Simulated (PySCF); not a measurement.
**A diatomic session: ZrCl**

One table from this session's results is given with a row withheld; the runs are named, their logs left out.

Method: Zr def2-TZVPP with ECP28, Cl def2-TZVPP, scalar-relativistic core potentials; program: PySCF 2.14.0.

The first run:

Settings of the job:

```
atoms                         : Zr, Cl
charge                        : 0
basis                         : Zr def2-TZVPP with ECP28, Cl def2-TZVPP
Hamiltonian                   : scalar-relativistic core potentials
basis functions               : 98
electrons treated             : 29
masses in u                   : 89.9047, 34.9689
levels                        : PBE0, PBE, r²SCAN, M06, B2PLYP, MN15, PBEsol, CAM-B3LYP, HF, MP2, SCS-MP2, CCSD, CCSD(T)
grid                          : 80 radial by 434 angular points
occupations                   : held fixed by the projection of orbital angular momentum
dissociation limit            : Zr + Cl, each in its ground configuration
starting distance in angstrom : 2.375
values of 2S to try           : 1, 3, 5
```

On the command line:

```sh
> OMP_NUM_THREADS=2 python dia.py task.json out
```

Among the steps run: Input; PBE0 along the bond; Other states along the same grid; PBE (GGA); r²SCAN (meta-GGA); M06; B2PLYP (double hybrid); MN15 (hybrid meta-GGA); PBEsol (GGA); CAM-B3LYP; UHF; Correlated methods on the Hartree–Fock reference.

One table of the session follows, with a row left open; its other results are not shown here.

It belongs to the step «Constants by level of theory». 

| level | Re (Å) | ωe (cm⁻¹) | De (eV) |
| --- | --- | --- | --- |
| UHF | 2.407 | 362 | 3.71 |
| UHF-MP2 | 2.326 | 396 | 4.75 |
| UHF-SCS-MP2 | 2.347 | 387 | 4.26 |
| UHF-CCSD | 2.351 | 387 | 4.32 |
| UHF-CCSD(T) | 2.345 | 390 | 4.40 |
| PBE | 2.322 | 389 | 5.09 |
| PBEsol | 2.299 | 402 | 5.43 |
| r²SCAN | 2.329 | 390 | 5.18 |
| PBE0 | 2.324 | 391 | 4.92 |
| M06 | 2.326 | 394 | 4.29 |
| MN15 | ? | ? | ? |
| CAM-B3LYP | 2.343 | 386 | 4.48 |
| B2PLYP | 2.339 | 387 | 4.45 |

Estimate the missing values for MN15.

The run gave: Re (Å): 2.320; ωe (cm⁻¹): 395; De (eV): 4.91. In the column «Re (Å)» it lies between PBEsol (2.299) and PBE (2.322).

Limits of these values: The state is the lowest single determinant that the PBE0 search found; with open d or f shells the true ground state can be another one.
